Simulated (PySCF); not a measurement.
The system is F4S, in a box.

```
CELL_PARAMETERS angstrom
12.00000 0.00000 0.00000
0.00000 11.00000 0.00000
0.00000 0.00000 12.00000
ATOMIC_POSITIONS crystal
F 0.45029 0.45106 0.58746
S 0.50239 0.43930 0.46947
F 0.62512 0.42979 0.53068
F 0.37705 0.46476 0.41821
F 0.53044 0.57403 0.44280
```

Base run:

| Quantity | Value |
| --- | --- |
| Program | PySCF 2.14.0 |
| Functional | TM |
| Potentials or basis | pob-tzvp-rev2 (all-electron) |
| k mesh | 1 × 1 × 1 |
| Occupations | fixed |
| Spin | no spin polarisation |

Its results: gap between the frontier levels 5.53 eV.

After a change of settings the same cell gave: gap between the frontier levels 5.97 eV. Which change was it?
A. functional from TM to M06-L
B. functional from TM to PBE
C. functional from TM to PBEsol; dispersion from none to D3

A.

Caveats: this is a molecule in a periodic box at the Γ point, so its band gap is the HOMO-LUMO gap; the basis of atomic orbitals isn't converged, which shifts pressures, moduli and gaps.
